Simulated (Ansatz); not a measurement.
Geometry optimisation, DFT PBE-D3(BJ), scalar-relativistic, plane waves, PAW in Ansatz.

Input:

```yaml
crystal:
  lattice:
    - [0.0, 3.5161, 4.1043]
    - [3.5161, 0.0, 4.1043]
    - [3.5161, 3.5161, 0.0]
  atoms:
    - { symbol: C, position: [0.0, 0.0, 0.0] }
    - { symbol: C, position: [0.25, 0.25, 0.25] }
    - { symbol: O, position: [0.0, 0.0, 0.23] }
    - { symbol: O, position: [0.48, 0.02, 0.25] }
    - { symbol: O, position: [0.0, 0.0, 0.77] }
    - { symbol: O, position: [0.02, 0.48, 0.25] }
    - { symbol: C, position: [0.5, 0.5, 0.5] }
    - { symbol: C, position: [0.75, 0.75, 0.75] }
    - { symbol: O, position: [0.5, 0.5, 0.73] }
    - { symbol: O, position: [0.98, 0.52, 0.75] }
    - { symbol: O, position: [0.5, 0.5, 0.27] }
    - { symbol: O, position: [0.52, 0.98, 0.75] }
    - { symbol: Li, position: [0.3777288, 0.8618562, 0.6173724], spin: 1.0 }
magnetization:
  spin_polarized: true
basis:
  ecutwfc: 420.0
kpoints:
  mp_grid: { grid: [3, 3, 3] }
hamiltonian:
  xc: pbe
  dispersion: d3bj
scf:
  occupations: { method: fermi_dirac, width: 0.02 }
  lower_state_search: "off"
relax:
  f_tol: 0.08
  max_steps: 25
  adjacent_minimum: "off"
```

Launched with:

```bash
$ ansatz run input.yaml --threads 1 --pin off --max-ram 3072MiB --backend cpu --events-out ev --progress --plain --runs-dir out
```

Q: Where does it end, and by what steps?

A: The run converged. The threshold is loose, so the end isn't yet a minimum. Limits of this set-up: coarse k mesh. After 15 steps the energy has fallen by 2.364 eV; C2 moved furthest, 0.49 Å.

```tsv
step	energy less start (eV)	largest force component (eV/Å)	accepted
0	0.0000	5.072	yes
1	-1.1593	1.046	yes
2	-1.4141	0.551	yes
3	-1.6207	0.599	yes
4	-1.7117	0.375	yes
5	-1.7583	0.535	yes
6	-1.8078	0.483	yes
7	-1.8325	1.781	yes
8	-1.9744	1.254	yes
9	-2.0925	0.920	yes
10	-2.2159	1.048	yes
11	-2.2795	0.473	yes
12	-2.3233	0.738	yes
13	-2.3411	0.545	yes
14	-2.3600	0.117	yes
15	-2.3635	0.070	yes
```

```xyz
13
Lattice="0.0000 3.5161 4.1043 3.5161 0.0000 4.1043 3.5161 3.5161 0.0000" Properties=species:S:1:pos:R:3
C 0.202 0.152 -0.193
C 1.938 1.470 2.407
O 0.874 1.084 -0.086
O 1.074 2.231 2.045
O 3.008 2.742 -0.121
O 2.773 0.696 1.963
C 3.217 3.555 4.318
C 5.076 5.524 6.109
O 4.231 4.154 4.076
O 4.219 6.295 6.132
O 2.456 2.675 4.075
O 5.920 4.718 6.154
Li 5.376 3.364 5.148
```

Whether the end is a true minimum wasn't checked by a vibrational analysis.

Run time: 5.4 min on 1 thread of Arm Neoverse V2, on a shared host, peak memory 0.39 GiB.
